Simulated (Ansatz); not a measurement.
# LiBe16: the cost of one run

All numbers below are computed with Ansatz 0.2.0 (DFT PBE, plane waves, PAW, scalar-relativistic, no spin polarisation).

### Step 1. Starting point

The cell holds 17 atoms (Be16Li): a = 4.580 Å, b = 3.966 Å, c = 7.177 Å, α = 90.00°, β = 90.00°, γ = 90.00°.

Its coordinates follow in the input file.

### Step 2. Relaxing end A

Contents of input.yaml:

```yaml
crystal:
  lattice:
    - [-2.29, -3.966396, 0.0]
    - [3.435, -1.983198, 0.0]
    - [0.0, 0.0, 7.17686]
  atoms:
    - { symbol: Be, position: [0.75, 0.5, 0.0] }
    - { symbol: Be, position: [0.5, 0.3333333, 0.25] }
    - { symbol: Be, position: [0.75, 0.5, 0.5] }
    - { symbol: Be, position: [0.5, 0.3333333, 0.75] }
    - { symbol: Be, position: [0.5, 0.0, 0.0] }
    - { symbol: Be, position: [0.25, 0.8333333, 0.25] }
    - { symbol: Be, position: [0.5, 0.0, 0.5] }
    - { symbol: Be, position: [0.25, 0.8333333, 0.75] }
    - { symbol: Be, position: [0.25, 0.5, 0.0] }
    - { symbol: Be, position: [0.0, 0.3333333, 0.25] }
    - { symbol: Be, position: [0.25, 0.5, 0.5] }
    - { symbol: Be, position: [0.0, 0.3333333, 0.75] }
    - { symbol: Be, position: [0.0, 0.0, 0.0] }
    - { symbol: Be, position: [0.75, 0.8333333, 0.25] }
    - { symbol: Be, position: [0.0, 0.0, 0.5] }
    - { symbol: Be, position: [0.75, 0.8333333, 0.75] }
    - { symbol: Li, position: [-0.0124574, 0.6596722, 0.1167653] }
basis:
  ecutwfc: 420.0
kpoints:
  mp_grid: { grid: [5, 5, 3] }
hamiltonian:
  xc: pbe
scf:
  occupations: { method: gaussian, width: 0.1 }
  lower_state_search: "off"
relax:
  f_tol: 0.03
  max_steps: 60
  adjacent_minimum: "off"
output:
  write_density: true
  write_potential: true
  elf: true
  volumetric_format: npy
```

Command:

```
ansatz run input.yaml --threads 1 --pin off --max-ram 3072MiB --backend cpu --events-out ev --progress --plain --runs-dir out
```

Q: Estimate wall time and peak memory on 1 thread of Arm Neoverse V1, shared host.

About 2.9 min, with a peak of 0.44 GiB.
